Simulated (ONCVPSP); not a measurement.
# Cu: generating and testing an ONCV potential

Aim: build the potential from the settings below, then test how well it stands in for the atom: other configurations, scattering, ghost states and the plane-wave cutoff that it needs.

The numbers are computed with ONCVPSP 4.0.1.1 (patched build) (LDA (Perdew-Wang 92), scalar-relativistic, spin-unpolarised reference atom).

## 1. The design

Typed settings, in words:

* element: copper (Cu, Z = 29)
* type: optimised norm-conserving Vanderbilt (ONCV)
* frozen core: [Ar]
* valence charge: 11
* reference configuration: 3d10 4s1
* partial waves: 4s: rc 2.05 bohr, ncon 3, nbas 8, qcut 3.2 1/bohr, 2 projectors, debl 0.9 Ha; p scattering state at 0.34 Ha: rc 1.55 bohr, ncon 4, nbas 9, qcut 5.2 1/bohr, 2 projectors, debl 1.7 Ha; 3d: rc 1.00 bohr, ncon 4, nbas 9, qcut 17.1 1/bohr, 2 projectors, debl 2.7 Ha
* local potential: polynomial inside 0.80 bohr (lpopt 3, dvloc0 0 Ha)
* core correction: Teter function, fcfact 3.25, rcfact 1.2

## 2. Generation

The input, Cu.dat:

```
# ATOM AND REFERENCE CONFIGURATION
# atsym  z   nc   nv     iexc    psfile
  Cu 29.00    5    2  -001012      upf
#
#   n    l    f
    1    0    2.00
    2    0    2.00
    2    1    6.00
    3    0    2.00
    3    1    6.00
    3    2   10.00
    4    0    1.00
#
# PSEUDOPOTENTIAL AND OPTIMIZATION
# lmax
    2
#
#   l,   rc,      ep,       ncon, nbas, qcut
    0    2.05    0.00    3    8    3.20
    1    1.55    0.34    4    9    5.20
    2    1.00    0.00    4    9   17.10
#
# LOCAL POTENTIAL
# lloc, lpopt,  rc(5),   dvloc0
    4    3    0.80    0.00
#
# VANDERBILT-KLEINMAN-BYLANDER PROJECTORs
# l, nproj, debl
    0    2    0.90
    1    2    1.70
    2    2    2.70
#
# MODEL CORE CHARGE
# icmod, fcfact, rcfact
    3    3.25    1.20
#
# LOG DERIVATIVE ANALYSIS
# epsh1, epsh2, depsh
   -2.00    5.00    0.02
#
# OUTPUT GRID
# rlmax, drl
    6.00    0.01
#
# TEST CONFIGURATIONS
# ncnf
    4
# nvcnf
#   n    l    f
    2
    3    2   10.00
    4    0    0.00
#
    2
    3    2    9.00
    4    0    0.00
#
    2
    3    2    8.00
    4    0    0.00
#
    2
    3    2    9.00
    4    0    2.00
#
```

Launch:

```bash
$ oncvpsp.x < Cu.dat > Cu.out
```

Q: Predict the outcome of this session. Wanted: cutoffs for 1 and 0.1 mHa per electron, occupied waves; bound ghosts; GHOST(+) flags; largest test error; largest phase difference near zero energy, channels read; rms error of d²Exc/dn², without and with the model core.

The runs gave:

| quantity | value |
| --- | --- |
| cutoffs for 1 and 0.1 mHa per electron, occupied waves | 104 Ha and 119 Ha |
| bound ghosts | s at -89.83 eV, p at -60.56 eV |
| GHOST(+) flags | none at low energy |
| largest test error (AE − PS) | -76 meV, for 3d9 4s2 (1 test unsolved) |
| largest phase difference near zero energy, channels read | 0.001 rad |
| rms error of d²Exc/dn², without and with the model core | 8.38 and 5.00 mHa |

A bound ghost (s, p) makes it unfit for use: electrons can fall into a state that the atom doesn't have. The worst unpolarised test, 3d9 4s2, is off by 76 meV on 2.0 eV; by total energies transferability rates as fair where solved. Of the tests 1 gave no usable energy difference, which is a warning in itself. The potential is very hard: the looser tolerance needs 104 Ha. At the looser tolerance the 3d wave is the slowest; 4s needs 5 Ha. Near zero energy the phases of the channels with partial waves agree within 0.001 rad. These are tests on the free atom; a crystal test is still owed.
